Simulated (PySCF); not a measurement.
**C5H3F3NP: electronic excitations**

Aim: predict the electronic excitations of C5H3F3NP (`FC(F)(F)c1ccpcn1`).

Programs: PySCF 2.14.0, with density-fitted response routines of our own. Each step states its level of theory. These are calculated values for one molecule in the gas phase, unless marked as measured. Atoms count from 0, in the outputs and in this text.

### 1 The starting structure

13 atoms, charge 0, multiplicity 1; geometry from: GFN2-xTB.

Bonds of the start (Å): F0–C1 1.35, C1–F2 1.35, C1–F3 1.33, C1–C4 1.51, C4–C5 1.39, C5–C6 1.38, C6–P7 1.74, P7–C8 1.75, C8–N9 1.31, N9–C4 1.32, C5–H10 1.08, C6–H11 1.08, C8–H12 1.09.

### 2 Excited states and response: PBE0/def2-SVPD

The job: settings as JSON, then the geometry in Å.

```
{"job": {"kind": "uv", "xc": "PBE0", "basis": "def2-SVPD", "nstates": 8, "ntriplets": 3}, "charge": 0, "multiplicity": 1}
F     -2.467868    -0.243325     1.051428
C     -1.922887    -0.129263    -0.176388
F     -2.228020    -1.275606    -0.817059
F     -2.571301     0.849433    -0.800174
C     -0.428950     0.081690    -0.100788
C      0.339812    -0.891148     0.531377
C      1.708626    -0.769090     0.638983
P      2.626294     0.573840     0.019549
C      1.295427     1.491686    -0.654700
N      0.023232     1.192237    -0.652352
H     -0.161624    -1.756360     0.942129
H      2.255491    -1.557383     1.141607
H      1.527380     2.433775    -1.141339
```

With the program's defaults for keys left out, this is: TDDFT PBE0/def2-SVPD, vertical, gas phase, core orbitals frozen in the response.

On the command line:

```
OMP_NUM_THREADS=1 python probes_run.py task.json out
```

This one command runs all jobs of the session in turn.

Standard output:

```text
coarse grid: 13240 points
cycle   1  E = -886.5422345924  dE =  1.809e+00  |g| = 8.408e-01  |ddm| = 7.558e+00
cycle   2  E = -886.3998237200  dE =  1.424e-01  |g| = 1.275e+00  |ddm| = 2.639e+00
cycle   3  E = -886.6703408318  dE = -2.705e-01  |g| = 7.929e-02  |ddm| = 1.526e+00
cycle   4  E = -886.6707591752  dE = -4.183e-04  |g| = 6.472e-02  |ddm| = 2.494e-01
cycle   5  E = -886.6718987485  dE = -1.140e-03  |g| = 1.321e-02  |ddm| = 1.479e-01
cycle   6  E = -886.6719426246  dE = -4.388e-05  |g| = 4.515e-03  |ddm| = 3.922e-02
cycle   7  E = -886.6719474099  dE = -4.785e-06  |g| = 1.139e-03  |ddm| = 1.389e-02
final grid: 129888 points
cycle   8  E = -886.7799464534  dE = -3.340e-05  |g| = 8.328e-03  |ddm| = 1.262e-01
cycle   9  E = -886.7799161322  dE =  3.032e-05  |g| = 1.334e-02  |ddm| = 3.914e-02
cycle  10  E = -886.7799635810  dE = -4.745e-05  |g| = 1.476e-03  |ddm| = 2.800e-02
cycle  11  E = -886.7799641911  dE = -6.101e-07  |g| = 4.006e-04  |ddm| = 3.703e-03
cycle  12  E = -886.7799642281  dE = -3.708e-08  |g| = 1.030e-04  |ddm| = 1.188e-03
cycle  13  E = -886.7799642304  dE = -2.232e-09  |g| = 5.628e-05  |ddm| = 3.986e-04
cycle  14  E = -886.7799642311  dE = -7.308e-10  |g| = 1.672e-05  |ddm| = 1.485e-04
converged SCF energy = -886.7799642311

Static polarisability (au): isotropic 89.507, principal 58.658 91.852 118.012

Singlet excitations
state   eV       nm        f      main configurations
  1   3.6486    339.8   0.00412   H->L 0.99
  2   4.2278    293.3   0.00061   H->L+1 0.99
  3   4.9304    251.5   0.07702   H-1->L+1 0.39, H-1->L 0.36, H-3->L 0.20
  4   5.2168    237.7   0.13094   H-1->L 0.56, H-1->L+1 0.28, H-3->L 0.11
  5   5.2365    236.8   0.01061   H-2->L 0.98
  6   5.7272    216.5   0.00179   H-2->L+1 0.99
  7   6.2695    197.8   0.17294   H-3->L 0.63, H-1->L+1 0.24
  8   6.9270    179.0   0.23419   H-3->L+1 0.74, H->L+3 0.10

Triplet excitations (Tamm-Dancoff, eV): 3.1256 3.2332 3.7310
```

Wall time 62 s (1 thread of Arm Neoverse V1, shared host); peak memory 0.89 GiB.

The orbitals next to the gap, with their largest atomic shares:

```csv
orbital,eV,atoms
HOMO−3,-9.30,"C6 30 %, C5 25 %, N9 17 %"
HOMO−2,-9.14,"P7 49 %, C6 14 %, C8 11 %"
HOMO−1,-8.10,"P7 30 %, C8 21 %, C4 17 %"
HOMO,-7.74,"N9 44 %, P7 24 %, C8 11 %"
LUMO,-2.56,"P7 34 %, C4 18 %, C6 16 %"
LUMO+1,-1.86,"C8 22 %, C5 19 %, C6 18 %"
LUMO+2,0.52,"C6 23 %, P7 16 %, H11 16 %"
```

With each of the 8 states as a Gaussian band of 0.4 eV half-width at 1/e, the curve within the window shown has maxima at 339 nm (ε 170), 242 nm (ε 7,900), 181 nm (ε 10,000) L/(mol cm). Beyond the last state computed it falls off for lack of states. The curve at chosen wavelengths:

nm, ε (L/mol/cm) and a bar:
```
      172       5426 ################
      181      10023 ##############################
      191       8071 ########################
      200       7284 ######################
      210       3567 ###########
      219       2504 #######
      228       4846 ##############
      238       7604 #######################
      247       7517 ######################
      257       5203 ################
      266       2910 #########
      275       1344 ####
      285        485 #
      294        195 #
      304        110 
      313        114 
      322        140 
      332        164 
      341        170 
      351        156 
      360        130 
      369        101 
      379         70 
      388         47 
      398         29 
      407         18
```

Further results of this job:

| property | computed |
| --- | --- |
| dipole moment (D) | 3.09 |
| polarisability (Å³) | 13.26 |
| HOMO–LUMO gap (eV) | 5.18 |
| −ε(HOMO) (eV) | 7.74 |

### 3 Results

| quantity | value |
| --- | --- |
| lowest singlet (PBE0/def2-SVPD) | 3.65 eV (340 nm), f = 0.004 |
| brightest single state of those computed | state 8, 6.93 eV, f = 0.234 |
| lowest triplet | 3.13 eV |

What this shows: The lowest singlet, at 3.65 eV, is HOMO→LUMO 0.99 and is weak; of the 8 states computed, the strongest absorption comes from state 8 at 6.93 eV (the last computed, so partners may be missing). The lowest triplet lies 0.52 eV below the lowest singlet (triplets in Tamm-Dancoff, singlets in full TDDFT).
